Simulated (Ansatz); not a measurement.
# C₂H₅Te radical: up Jacob's ladder to CCSD(T)

Aim: compute C₂H₅Te radical with functionals from several rungs and with coupled cluster, and see how far each lands from CCSD(T) at the basis-set limit for the atomisation energy.

Program: Ansatz 0.2.0, Gaussian basis. Level of theory: functionals in def2-TZVPP, the program's frozen cores in correlated methods. These are calculated values, not measurements.

Levels to be run: LDA (SPW92), PBE-D4, revPBE-D4, BLYP-D4, r2SCAN-D4, B97M-V, PBE0-D4, B3LYP-D4, r2SCANh-D4, r2SCAN0-D4, HSE06-D4, BHLYP-D4, CAM-B3LYP-D4, LC-ωPBE, ωB97X-V, ωB97M-V, B2PLYP, PBE-QIDH; CCSD(T)/def2-SVP; CCSD(T)/def2-TZVPP; MP2/def2-QZVPP; extrapolation to the limit; RPA on PBE.

## 1. The relaxed structure

The geometry comes from an earlier relaxation with PBE0-D4 in a triple-zeta def2 set; it is a stationary point, not always the lowest conformer. Te takes the def2 core potential; no spin-orbit term is included.

SMILES `CC[Te]`, 8 atoms, charge 0, spin multiplicity 2.

Atoms are counted from 1 here; the program's logs count them from 0.

Bond lengths: C1–C2 1.513 Å, C1–H4 1.095 Å, C1–H5 1.091 Å, C1–H6 1.091 Å, C2–Te3 2.148 Å, C2–H7 1.092 Å, C2–H8 1.092 Å. Angles: C2–C1–H4 110.4°, C2–C1–H5 111.4°, C2–C1–H6 111.4°, H4–C1–H5 108.0°, H4–C1–H6 108.0°, H5–C1–H6 107.5°, C1–C2–Te3 114.9°, C1–C2–H7 112.3°, C1–C2–H8 112.3°, Te3–C2–H7 105.0°, Te3–C2–H8 105.0°, H7–C2–H8 106.6°.

## 2. LDA

This LDA is Slater exchange with PW92 correlation.

File in.yaml:

```yaml
crystal:
  periodic: [false, false, false]
  atoms:
    - {symbol: C, position_ang: [-0.496308, 0.584579, -0.302772]}
    - {symbol: C, position_ang: [0.279599, -0.626670, 0.165666]}
    - {symbol: Te, position_ang: [2.154286, -0.186479, 1.116988]}
    - {symbol: H, position_ang: [-1.435871, 0.277973, -0.775002]}
    - {symbol: H, position_ang: [0.072894, 1.164663, -1.031315]}
    - {symbol: H, position_ang: [-0.738669, 1.248277, 0.529109]}
    - {symbol: H, position_ang: [0.531749, -1.301420, -0.655556]}
    - {symbol: H, position_ang: [-0.275679, -1.218125, 0.897182]}
basis:
  gaussian: {orbitals: def2-TZVPP}
magnetization: {spin_polarized: true, initial_magnetization: 1}
hamiltonian: {xc: lda}
output: {orbitals: {seedname: orbitals}}
```

Further steps of the session: PBE-D4 (GGA); revPBE-D4 (GGA); BLYP-D4 (GGA); r2SCAN-D4 (meta-GGA); B97M-V (meta-GGA); PBE0-D4 (hybrid); B3LYP-D4 (hybrid); r2SCANh-D4 (hybrid); r2SCAN0-D4 (hybrid); HSE06-D4 (hybrid); BHLYP-D4 (hybrid); CAM-B3LYP-D4 (range-separated); LC-ωPBE-D4 (range-separated); ωB97X-V (range-separated); ωB97M-V (range-separated); B2PLYP (double hybrid); PBE-QIDH (double hybrid); CCSD(T) in def2-SVP; CCSD(T) in def2-TZVPP; MP2 in def2-QZVPP; RPA on PBE orbitals.

**Question.** What will the summary of the whole plan be? Wanted: atomisation energy, CCSD(T)/CBS; farthest beyond LDA; mean size of error, GGA; mean size of error, meta-GGA; mean size of error, hybrid; mean size of error, range-separated; mean size of error, double hybrid; gap, smallest and largest; T1 diagnostic.

As calculated:

| quantity | value |
| --- | --- |
| atomisation energy, CCSD(T)/CBS | 2766.4 kJ/mol |
| functionals within 27.7 kJ/mol (1.0 %) | revPBE-D4, BLYP-D4, r2SCAN-D4, B97M-V, PBE0-D4, B3LYP-D4, r2SCANh-D4, HSE06-D4, CAM-B3LYP-D4, LC-ωPBE, ωB97X-V, ωB97M-V, PBE-QIDH |
| farthest beyond LDA | BHLYP-D4 (-64.6 kJ/mol) |
| mean size of error, GGA | 23.9 kJ/mol |
| mean size of error, meta-GGA | 2.6 kJ/mol |
| mean size of error, hybrid | 21.2 kJ/mol |
| mean size of error, range-separated | 8.8 kJ/mol |
| mean size of error, double hybrid | 24.2 kJ/mol |
| gap, smallest and largest | -0.06 eV (LDA (SPW92)), 7.15 eV (LC-ωPBE) |
| T1 diagnostic | 0.0100 |
| triples share of the correlation energy | 2.9 % |

The LDA atomisation energy is off by 368.3 kJ/mol (13 %): it overbinds. PBE-D4 is off by +45.0 kJ/mol. Double hybrids carry the basis error of their MP2 part in triple zeta, and no dispersion term here, so their miss is partly the set-up's. The rungs meta-GGA, range-separated, hybrid, GGA, double hybrid miss on average by less than the doubt on the reference (27.7 kJ/mol), so they tie. The reference freezes the cores and leaves out spin-orbit coupling and excitations past (T), and its outer-core shells are covered unevenly, so misses under about 27.7 kJ/mol can't be ranked. All levels share the lack of spin-orbit coupling, which lowers the free heavy atoms and so the true binding. Hartree-Fock recovers 74 % of the binding; the rest is correlation. CCSD(T) in def2-SVP is off by -139.8 kJ/mol, worse than the median functional, from the basis alone. The gap grows from -0.1 to 7.2 eV across the functionals, mostly with the share of exact exchange. A negative gap means that an empty level lies below a filled one: whole occupations of an open shell aren't an aufbau state there. Correlated methods include outer-core shells of Te, which these sets cover unevenly.
